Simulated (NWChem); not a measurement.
# One shape, several levels: C2HNSe (SMILES N#CC=[Se])

Aim: a comparison of 5 runs (HF/STO-3G, HF/3-21G, B3LYP/6-31G*, CCSD(T)/6-31G*) of C2HNSe. 

The calculation is run with NWChem 7.3.0.

### 1 The system as given

C2HNSe: 5 atoms, total charge 0, spin state singlet. As SMILES, `N#CC=[Se]`. The shape comes from GFN2-xTB, which is rough for such elements, and wasn't checked as a minimum.

Bond lengths: N1–C2 1.150 Å, C2–C3 1.394 Å, C3–Se4 1.763 Å, C3–H5 1.087 Å. Angles: N1–C2–C3 179.6°, C2–C3–Se4 123.4°, C2–C3–H5 115.6°, Se4–C3–H5 121.0°.

### 2 Energy and gradient at HF/STO-3G (run 1)

File run.py:

```python
from ase import Atoms
from ase.calculators.nwchem import NWChem

atoms = Atoms('NCCSeH', positions=[
    [0.670500, -1.452100, 1.276710],
    [0.343430, -0.606420, 0.570140],
    [-0.061960, 0.417080, -0.285390],
    [-1.569470, 0.379790, -1.199460],
    [0.617500, 1.261650, -0.362010],
])

calc = NWChem(
    label='c2hnse',
    theory='scf',
    memory='2200 mb',
    basis='STO-3G',
    basispar='spherical bse',
    scf={'nopen': '0', 'rhf': None, 'thresh': '1e-08', 'maxiter': '80', 'print': 'low'},
)
atoms.calc = calc

forces = atoms.get_forces()
e = atoms.get_potential_energy()
print(f"E = {e:.6f} eV")
print("forces (eV/A):")
for s, f in zip(atoms.symbols, forces):
    print(f"{s:2s} {f[0]:10.5f} {f[1]:10.5f} {f[2]:10.5f}")
```

On the command line:

```bash
$ export ASE_NWCHEM_COMMAND="nwchem PREFIX.nwi > PREFIX.nwo"
$ python run.py
```

Output:

```text
E = -68099.226500 eV
forces (eV/A):
N     0.51345   -1.41035    1.14743
C     0.40402   -0.45750    0.53428
C    -3.17243    1.70716   -2.98922
Se    2.04089    0.07287    1.22529
H     0.21402    0.08783    0.08222
```

The calculator wrote c2hnse.nwi:

```
title "c2hnse"

permanent_dir c2hnse

scratch_dir c2hnse

start c2hnse

geometry units angstrom nocenter noautosym noautoz
  N  6.7049999999999998e-01 -1.4520999999999999e+00 1.2767100000000000e+00
  C  3.4343000000000001e-01 -6.0641999999999996e-01 5.7013999999999998e-01
  C  -6.1960000000000001e-02 4.1708000000000001e-01 -2.8538999999999998e-01
  Se -1.5694699999999999e+00 3.7979000000000002e-01 -1.1994600000000000e+00
  H  6.1750000000000005e-01 1.2616499999999999e+00 -3.6201000000000000e-01
end

memory 2200 mb

basis spherical bse noprint
   * library STO-3G
end

scf
  nopen 0
  rhf
  thresh 1e-08
  maxiter 80
  print low
end

task scf gradient
```

c2hnse.nwo:

```text
Northwest Computational Chemistry Package (NWChem) 7.3.0
             --------------------------------------------------------

           Job information
           ---------------

    nwchem branch   = 7.3.0
    use scalapack   = T
    input           = c2hnse.nwi
    prefix          = c2hnse.
    data base       = c2hnse/c2hnse.db
    status          = startup
    nproc           =        1

           Memory information
           ------------------

[... 5 lines left out ...]
    hardfail = no
[... 102 lines left out ...]
       Final RHF  results
[... 3 lines left out ...]
      One-electron energy =  -3873.068601954353
[... 1 line left out ...]
 Nuclear repulsion energy =    187.556488955864
[... 6 lines left out ...]
                         RHF ENERGY GRADIENTS

    atom               coordinates                        gradient
                 x          y          z           x          y          z
   1 N       1.267061  -2.744071   2.412632   -0.009985   0.027427  -0.022314
   2 C       0.648989  -1.145968   1.077408   -0.007857   0.008897  -0.010390
   3 C      -0.117087   0.788167  -0.539309    0.061694  -0.033199   0.058131
   4 Se     -2.965868   0.717699  -2.266651   -0.039689  -0.001417  -0.023828
   5 H       1.166906   2.384173  -0.684100   -0.004162  -0.001708  -0.001599

 Task  times  cpu:        1.9s     wall:        1.9s
 Total times  cpu:        1.9s     wall:        1.9s
```

It took 2.7 s on 1 thread of AMD EPYC 9R45 (Zen 5), shared host; peak memory 0.099 GiB.

### 3 Energy and gradient at HF/3-21G (run 2)

File c2hnse.nw:

```
start c2hnse
title "C2HNSe"
memory 2200 mb
geometry noautosym nocenter noautoz
N      0.670500    -1.452100     1.276710
C      0.343430    -0.606420     0.570140
C     -0.061960     0.417080    -0.285390
Se    -1.569470     0.379790    -1.199460
H      0.617500     1.261650    -0.362010
end
basis spherical bse
* library 3-21G
end
scf
thresh 1e-08
maxiter 80
end
task scf gradient
```

On the command line:

```bash
$ nwchem c2hnse.nw > c2hnse.out
```

Output:

```text
[...]
  functions       =    51
[...]
  wavefunction    = RHF
[...]
         Total SCF energy =  -2518.467741214217
      One-electron energy =  -3878.813851865856
      Two-electron energy =   1172.789621695775
 Nuclear repulsion energy =    187.556488955864
        Time for solution =      1.8s
[...]
                         RHF ENERGY GRADIENTS
    atom               coordinates                        gradient
                 x          y          z           x          y          z
   1 N       1.267061  -2.744071   2.412632    0.005128  -0.015268   0.012550
   2 C       0.648989  -1.145968   1.077408   -0.010443   0.022359  -0.020282
   3 C      -0.117087   0.788167  -0.539309   -0.000828  -0.012781   0.007317
   4 Se     -2.965868   0.717699  -2.266651   -0.000595  -0.002318   0.000983
   5 H       1.166906   2.384173  -0.684100    0.006739   0.008008  -0.000568
[...]
```

Run time: 2.8 s. Hardware: 1 thread of AMD EPYC 9R45 (Zen 5), shared host; peak memory 0.1 GiB.

Runs 3 to 4 aren't shown in full; the table further down has their settings and results.

### 4 The energy at CCSD(T)/6-31G(d) (spherical functions) (run 5)

File sp.nw:

```
start sp
title "C2HNSe energy"
memory 2200 mb

geometry units angstroms noautosym nocenter noautoz
  N        0.670500      -1.452100       1.276710
  C        0.343430      -0.606420       0.570140
  C       -0.061960       0.417080      -0.285390
  Se      -1.569470       0.379790      -1.199460
  H        0.617500       1.261650      -0.362010
end

basis spherical bse
  * library 6-31G*
end

scf
  thresh 1e-08
  maxiter 80
end

ccsd
  freeze core 12
  maxiter 60
end

task ccsd(t)
```

On the command line:

```bash
$ nwchem sp.nw > sp.out
```

Output:

```text
[...]
  functions       =    76
[...]
  wavefunction    = RHF
[...]
         Total SCF energy =  -2530.248398323989
      One-electron energy =  -3891.643278661011
      Two-electron energy =   1173.838391381158
 Nuclear repulsion energy =    187.556488955864
        Time for solution =     11.7s
[...]
 Total MP2 energy:          -2530.910097560923987
[...]
             energy      energy      error      ampl     ampl      Block
                                                time     time      time
[...]
 Total CCSD energy:          -2530.916518955848915
[...]
 Total CCSD+T(CCSD) energy:          -2530.944952422081315
[...]
 Total CCSD(T) energy:               -2530.943229662380872
[...]
```

Run time: 57 s. Hardware: 1 thread of AMD EPYC 9R45 (Zen 5), shared host; peak memory 0.21 GiB.

### 5 The series

```
run                                 level  iteration cap   module   energy (Eh)  largest force (eV/Å)  wall time
  1                             HF/STO-3G             80      scf  -2502.600435                 4.681      2.7 s
  2                              HF/3-21G             80      scf  -2518.467741                 1.643      2.8 s
  3    B3LYP/6-31G* (spherical functions)            100      dft  -2532.790867                 2.178       15 s
  4    B3LYP/6-31G* (Cartesian functions)            100      dft  -2532.801923                 2.189       16 s
  5  CCSD(T)/6-31G* (spherical functions)             80  ccsd(t)  -2530.943230                     –       57 s
```

### 6 Outcome

| quantity | value |
| --- | --- |
| run 5: total energy | -2530.94323 Eh |
| run 5: HOMO energy (Hartree–Fock orbitals) | -9.95 eV |
| run 5: LUMO energy (Hartree–Fock orbitals) | -0.62 eV |
| run 5: HOMO–LUMO gap (Hartree–Fock orbitals) | 9.33 eV |
| run 5: correlation energy (12 core orbitals frozen) | -694.8 mEh |
| run 5: (T) correction | -26.71 mEh |

What this shows: Over runs 2, 3, 4 the dipole moment (its size) runs from 2.49 D (B3LYP/6-31G*) to 2.72 D (HF/3-21G). The two ends differ in method and basis. Over runs 2, 3, 4 the HOMO–LUMO gap runs from 2.81 eV (B3LYP/6-31G*) to 9.30 eV (HF/3-21G). In run 1 the basis is minimal, so the values are rough. All runs together took 93 s, the longest 57 s.
